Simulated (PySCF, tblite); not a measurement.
# C5H14AlN: geometry, infrared bands, NMR shifts, electronic excitations and core binding energies

Aim: predict the infrared bands, NMR shifts, electronic excitations and core binding energies of C5H14AlN (`C=CC[N+](C)(C)[AlH3-]`).

The runs use tblite 0.8.0 and PySCF 2.14.0, with density-fitted response routines of our own; the level of theory stands in each step. All values are computed, except where a source is named. Atoms count from 0, in the outputs and in this text.

### 1 Starting geometry

21 atoms, charge 0, multiplicity 1; geometry from: force field or distance geometry start.

Bonds of the start (Å): C0–C1 1.35, C1–C2 1.48, C2–N3 1.45, N3–C4 1.42, N3–C5 1.45, N3–Al6 1.94, C0–H7 1.11, C0–H8 1.08, C1–H9 1.11, C2–H10 1.12, C2–H11 1.12, C4–H12 1.12, C4–H13 1.12, C4–H14 1.10, C5–H15 1.11, C5–H16 1.12, C5–H17 1.13, Al6–H18 1.59, Al6–H19 1.58, Al6–H20 1.60.

### 2 Relaxing the molecule with GFN2-xTB

Job settings and geometry (Å):

```
{"job": {"kind": "relax", "xc": "GFN2-xTB", "basis": "xTB"}, "charge": 0, "multiplicity": 1}
C      2.448600    -0.227200     1.640400
C      1.132600     0.055800     1.575100
C      0.197200    -0.679900     0.700500
N     -0.494800     0.149900    -0.273000
C      0.305300     1.163000    -0.862000
C     -1.756100     0.648600     0.246200
Al    -0.923900    -1.066200    -1.715700
H      3.020100     0.406600     2.352000
H      2.917600    -1.002200     1.047800
H      0.700400     0.850300     2.216500
H     -0.496700    -1.271100     1.358600
H      0.831600    -1.380000     0.093600
H      0.861200     0.705200    -1.723200
H     -0.356100     1.932900    -1.344100
H      0.991900     1.678200    -0.168700
H     -2.550400     0.293100    -0.439000
H     -1.784600     1.759800     0.336900
H     -2.003300     0.175100     1.245300
H     -1.667400    -0.208900    -2.835800
H     -1.823400    -2.256400    -1.203100
H      0.441200    -1.709700    -2.249000
```

On the command line:

```console
OMP_NUM_THREADS=1 python probes_run.py task.json out
```

One launch serves the whole session: the jobs run in the order shown.

**Question.** This job is followed by: GFN2-xTB harmonic vibrations, gas phase; PBE0-D3(BJ)/def2-SVP geometry optimisation, gas phase; GIAO PBE0/pcSseg-1 NMR shielding, non-relativistic, gas phase; TDDFT wB97X-D/def2-SVPD, vertical, gas phase, core orbitals frozen in the response; GIAO PBE/pcSseg-1 NMR shielding, non-relativistic, gas phase; delta-SCF UKS SCAN, pcX-2 on the ionised atom, pcseg-1 elsewhere, spin-free X2C. What will the session give for the following? strongest single infrared mode (GFN2-xTB); zero-point energy (GFN2-xTB); point group; rotational constants (main isotopes); 13C shifts against TMS (PBE0/pcSseg-1, means over atoms taken as alike); 1H shifts against TMS (PBE0/pcSseg-1, means over atoms taken as alike); 15N shifts against NH3 (PBE0/pcSseg-1); 27Al shifts against AlH4- (PBE0/pcSseg-1); lowest singlet (wB97X-D/def2-SVPD); brightest single state of those computed; lowest triplet; vertical ionisation energy (ΔSCF); C1s binding energies, SCAN/pcX-2; N1s binding energies, SCAN/pcX-2; Al1s binding energies, SCAN/pcX-2; Al2p binding energies, SCAN/pcX-2; range of the shift of N3.

**Answer**, as computed:

| quantity | value |
| --- | --- |
| strongest single infrared mode (GFN2-xTB) | 776 cm⁻¹, 705 km/mol |
| zero-point energy (GFN2-xTB) | 107.1 kcal/mol |
| point group | C1 |
| rotational constants (main isotopes) | 3.57, 1.21, 1.16 GHz |
| 13C shifts against TMS (PBE0/pcSseg-1, means over atoms taken as alike) | 136.8, 134.3, 60.7, 42.4 ppm |
| 1H shifts against TMS (PBE0/pcSseg-1, means over atoms taken as alike) | 6.08, 5.81, 5.73, 4.02, 3.44, 2.41 ppm |
| 15N shifts against NH3 (PBE0/pcSseg-1) | 48.4 ppm |
| 27Al shifts against AlH4- (PBE0/pcSseg-1) | 85.1 ppm |
| lowest singlet (wB97X-D/def2-SVPD) | 6.77 eV (183 nm), f = 0.008 |
| brightest single state of those computed | state 5, 7.46 eV, f = 0.515 |
| lowest triplet | 4.47 eV |
| vertical ionisation energy (ΔSCF) | 9.70 eV |
| C1s binding energies, SCAN/pcX-2 | C2 292.05, C4 291.96, C1 291.12, C0 290.84 eV |
| N1s binding energies, SCAN/pcX-2 | N3 406.28 eV |
| Al1s binding energies, SCAN/pcX-2 | Al6 1565.13 eV |
| Al2p binding energies, SCAN/pcX-2 | Al6 78.79 eV |
| range of the shift of N3 | 48.4 to 59.8 ppm |

Over 137 steps the energy fell by 0.813 eV; of the close pairs, N3–Al6 changed most, 1.935 to 2.045 Å (GFN2-xTB). No mode is imaginary among the 57: a minimum at this level. The strongest single mode, at 776 cm⁻¹, moves mainly H20 and H18. Unscaled tight-binding wavenumbers are off by several per cent, some by more. Its intensities can rank the bands wrongly. Over 8 steps the energy fell by 0.222 eV; of the close pairs, Al6–H20 changed most, 1.554 to 1.609 Å (PBE0/def2-SVP). The most deshielded hydrogen is H9 (hydrogen on an alkene CH), at 6.08 ppm: a vinylic proton, deshielded by the sp2 carbon and the C=C anisotropy. At PBE0/pcSseg-1: The widest tensor belongs to C1: span 242 ppm, with a paramagnetic part of -210 ppm. The lowest singlet, at 6.77 eV, is HOMO→LUMO 0.39, HOMO→LUMO+2 0.36 and is weak; of the 10 states computed, the strongest absorption comes from states 4 to 6 together at 7.46 eV. The lowest triplet lies 2.30 eV below the lowest singlet (triplets in Tamm-Dancoff, singlets in full TDDFT). ΔSCF puts the ionisation energy at 9.70 eV, 0.45 eV above −ε(HOMO). C2 (allylic sp3 CH2 bonded to N) binds its C1s electron 1.20 eV more tightly than C0 (terminal =CH2 carbon). Across the 2 runs the shift of N3 moves most, between 48.4 (PBE0/pcSseg-1) and 59.8 ppm (PBE/pcSseg-1).
